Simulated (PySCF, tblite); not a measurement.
# C5H9F3GeO: geometry, infrared bands and NMR shifts

Wanted: the infrared bands and NMR shifts of C5H9F3GeO (`FC(F)O[C@]1(F)C[CH2][GeH2][CH2]1`), by calculation.

Programs: tblite 0.8.0 and PySCF 2.14.0, with density-fitted response routines of our own. Each step states its level of theory. These are calculated values for one molecule in the gas phase, unless marked as measured. Atoms count from 0, in the outputs and in this text.

## 1. The starting structure

19 atoms, charge 0, multiplicity 1; geometry from: force field or distance geometry start.

Bonds of the start (Å): F0–C1 1.40, C1–F2 1.39, C1–O3 1.41, O3–C4 1.42, C4–F5 1.38, C4–C6 1.54, C6–C7 1.52, C7–Ge8 1.92, Ge8–C9 1.92, C9–C4 1.54, C1–H10 1.10, C6–H11 1.11, C6–H12 1.12, C7–H13 1.10, C7–H14 1.11, Ge8–H15 1.54, Ge8–H16 1.56, C9–H17 1.12, C9–H18 1.12.

## 2. Geometry optimisation with GFN2-xTB

What the job is given:

```
{"job": {"kind": "relax", "xc": "GFN2-xTB", "basis": "xTB"}, "charge": 0, "multiplicity": 1}
F      3.107300     0.451700     1.524500
C      2.740700     0.462400     0.177600
F      3.875500     0.149600    -0.557300
O      1.760800    -0.521700    -0.059700
C      0.454800    -0.071800     0.276100
F      0.437000     0.668400     1.446200
C     -0.453600    -1.294200     0.468100
C     -1.912400    -0.858200     0.508900
Ge    -2.034100     0.587200    -0.750800
C     -0.127900     0.774800    -0.874500
H      2.410600     1.476000    -0.108900
H     -0.312900    -2.009700    -0.371900
H     -0.195700    -1.823800     1.423800
H     -2.183100    -0.493000     1.513900
H     -2.594900    -1.687700     0.214900
H     -2.651900     0.139600    -2.090500
H     -2.698900     1.838700    -0.104700
H      0.206400     0.373300    -1.862200
H      0.162500     1.847500    -0.781000
```

The run is started by

```
OMP_NUM_THREADS=1 python probes_run.py task.json out
```

This one command runs all jobs of the session in turn.

**Question.** This job is followed by: GFN2-xTB harmonic vibrations, gas phase; GIAO PBE0/pcSseg-1 NMR shielding, non-relativistic, gas phase. Predict these results of the whole session: strongest single infrared mode (GFN2-xTB); zero-point energy (GFN2-xTB); ¹³C shifts against TMS (PBE0/pcSseg-1); ¹H shifts against TMS (PBE0/pcSseg-1); ¹⁹F shifts against CFCl3 (PBE0/pcSseg-1); ¹⁷O shifts against H2O (PBE0/pcSseg-1); ⁷³Ge shifts against GeMe4 (PBE0/pcSseg-1); surface potential, 1st and 99th percentile.

The runs gave:

| quantity | value |
| --- | --- |
| strongest single infrared mode (GFN2-xTB) | 2047 cm⁻¹, 437 km/mol |
| zero-point energy (GFN2-xTB) | 82.5 kcal/mol |
| ¹³C shifts against TMS (PBE0/pcSseg-1) | 127.1, 122.0, 40.6, 23.3, 5.1 ppm |
| ¹H shifts against TMS (PBE0/pcSseg-1) | 6.81, 4.31, 4.21, 2.51, 1.76, 1.64, 1.40, 1.29, 1.20 ppm |
| ¹⁹F shifts against CFCl3 (PBE0/pcSseg-1) | -93.5, -110.0, -137.2 ppm |
| ¹⁷O shifts against H2O (PBE0/pcSseg-1) | 173.6 ppm |
| ⁷³Ge shifts against GeMe4 (PBE0/pcSseg-1) | -120 ppm |
| surface potential, 1st and 99th percentile | -0.88 V and 1.21 V |

What this shows: The optimisation took 111 steps and gained 0.613 eV; among the close pairs (by a distance rule), C7–Ge8 changed most, from 1.921 to 1.987 Å. All 51 modes are real, so the xTB geometry is a minimum. The strongest single mode, at 2047 cm⁻¹, moves mainly H16. Unscaled tight-binding wavenumbers are off by several per cent, some by more. Its intensities can rank the bands wrongly. H10 (hydrogen on an sp3 CH bonded to 2 F and O) lies farthest downfield among hydrogen, at 6.81 ppm; its carbon carries F and O, an electronegative neighbour. At PBE0/pcSseg-1: The widest tensor belongs to Ge8: span 227 ppm, with a paramagnetic part of -1304 ppm. Spin-orbit coupling is left out, which matters for shieldings and couplings at and beside the heavy atoms.
